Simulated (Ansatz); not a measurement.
# BPb: the cost of one run

Program: Ansatz 0.2.0. Level of theory: DFT PBE, scalar-relativistic, plane waves, PAW. These are calculated values, not measurements.

2 further runs of the same task are left out: 2 that didn't finish.

## Step 1: Starting point

The structure is tetragonal, space group P4/nmm (No. 129). Conventional cell: a = 4.022 Å, b = 4.022 Å, c = 17.000 Å, α = 90.00°, β = 90.00°, γ = 90.00°. Around B (site symmetry 4mm) lie 4 Pb at 2.48 Å. Around Pb (site symmetry -4m2) lie 4 B at 2.48 Å and 4 Pb at 2.84 Å.

Coordinates:

```cif
data_structure
_symmetry_space_group_name_H-M 'P 1'
_symmetry_Int_Tables_number 1
_cell_length_a 4.0224
_cell_length_b 4.0224
_cell_length_c 17.0000
_cell_angle_alpha 90.000
_cell_angle_beta 90.000
_cell_angle_gamma 90.000
_cell_volume 275.06
loop_
_atom_site_label
_atom_site_type_symbol
_atom_site_fract_x
_atom_site_fract_y
_atom_site_fract_z
_atom_site_occupancy
B1 B 0.00000 0.50000 0.58574 1
B2 B 0.50000 0.00000 0.41426 1
Pb1 Pb 0.00000 0.00000 0.50000 1
Pb2 Pb 0.50000 0.50000 0.50000 1
```

A structure generator made this guess: species swapped into a sheet modelled on a layer of BIr, with Pb on the Ir sites. The dimensions are guesses.

Only a and b are periodic; c spans vacuum, so the box's volume, pressure and space group aren't properties of the sheet.

## Step 2: A first look at the guess

The input, input.yaml:

```yaml
crystal:
  lattice:
    - [4.02244444, 0.0, 0.0]
    - [0.0, 4.02244444, 0.0]
    - [0.0, 0.0, 17.0]
  atoms:
    - { symbol: B, position: [0.0, 0.5, 0.58573889] }
    - { symbol: B, position: [0.5, 0.0, 0.41426111] }
    - { symbol: Pb, position: [0.0, 0.0, 0.5] }
    - { symbol: Pb, position: [0.5, 0.5, 0.5] }
  periodic: [true, true, false]
basis:
  ecutwfc: 420
kpoints:
  mp_grid: { grid: [4, 4, 1] }
hamiltonian:
  xc: pbe
scf:
  occupations: { method: gaussian, width: 0.1 }
  lower_state_search: "off"
output:
  forces: true
  stress: true
  eigenvalues: true
```

The run is started by

```sh
$ ansatz run input.yaml --threads 1 --pin off --max-ram 2048MiB --backend cpu --events-out ev --progress --plain --runs-dir out
```

What time and memory should one allow on 1 thread of Arm Neoverse V1, shared host?

About 5.9 s, with a peak of 0.51 GiB.
